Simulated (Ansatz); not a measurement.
I need a convergence test of the k-point mesh of ZnCu, space group Pm-3m. Use Ansatz 0.2.0 through its Python package. Settings (first run): PBE, norm-conserving potentials, the default cutoff (1252 eV here), 3×3×3 k-points, Gaussian smearing of 0.1 eV. The script varies mesh: (3, 3, 3), (4, 4, 4), (5, 5, 5), (6, 6, 6), (8, 8, 8), (9, 9, 9).

The script reads `zncu.vasp`:
```text
ZnCu
1.0
   2.94500000    0.00000000    0.00000000
   0.00000000    2.94500000    0.00000000
   0.00000000    0.00000000    2.94500000
Zn Cu
1 1
Direct
   0.50000000    0.50000000    0.50000000
   0.00000000    0.00000000    0.00000000
```

`kconv_zncu.py`
```python
"""k-point test for ZnCu."""

import ansatz as az
from ase.io import read
import pandas as pd

atoms = read("zncu.vasp", format="vasp")
crystal = az.Crystal.from_ase(atoms)

job = (
    crystal.calculation()
    .functional(az.Functional.PBE)
    .pseudopotentials("nc")
    .occupations(az.OccupationsMethod.GAUSSIAN)
    .mixing("anderson", ndim=6, beta=0.2)
    .scf(max_iterations=150, lower_state_search="off", algorithm="density_mixing")
    .stress()
)

rows = []
for value in [(3, 3, 3), (4, 4, 4), (5, 5, 5), (6, 6, 6), (8, 8, 8), (9, 9, 9)]:
    rep = job.kpoints(*value).run(threads=1).report
    rows.append((value, rep["free_energy_ev"] / len(rep["lattice"]["sites"]), rep["n_iterations"], sum(rep["stress_gpa"][i][i] for i in range(3)) / 3, rep["n_kpoints"]))

table = pd.DataFrame(rows, columns=["mesh", "F/atom (eV)", "iterations", "P (GPa)", "k-points"])
print(table.round(5).to_string(index=False))

# the last row is the reference
for row in rows[:-1]:
    shift = 1000 * (row[1] - rows[-1][1])
    print(f"{row[0]}: {shift:+.2f} meV/atom" + ("  (within 2 meV)" if abs(shift) < 2 else ""))
```

Running `python kconv_zncu.py` prints:
```text
DeckWarning: basis.ecutwfc = 1251.723767 eV, auto-derived from the records' recommended cutoffs: set by Cu (normal level)
     mesh  F/atom (eV)  iterations  P (GPa)  k-points
(3, 3, 3)  -5425.49866          11  2.74675         4
(4, 4, 4)  -5425.70148          10  1.38322        10
(5, 5, 5)  -5425.68067          10  3.03699        10
(6, 6, 6)  -5425.63615          13  2.86814        20
(8, 8, 8)  -5425.68149          11  2.62223        35
(9, 9, 9)  -5425.67000          11  2.52338        35
(3, 3, 3): +171.34 meV/atom
(4, 4, 4): -31.49 meV/atom
(5, 5, 5): -10.67 meV/atom
(6, 6, 6): +33.85 meV/atom
(8, 8, 8): -11.49 meV/atom
```
(Warnings from the package without file and line.)

Notes:
- Pressure is positive in compression.
- The starting cell is as deposited in a crystallographic database; the results hold for this polymorph, which needn't be the stable one.
- Shifts are counted from the finest mesh, which is itself no proven limit.
- Cost: of the order of 19 core-seconds.

(Lines on the test bed's own set-up are left out of the output.)
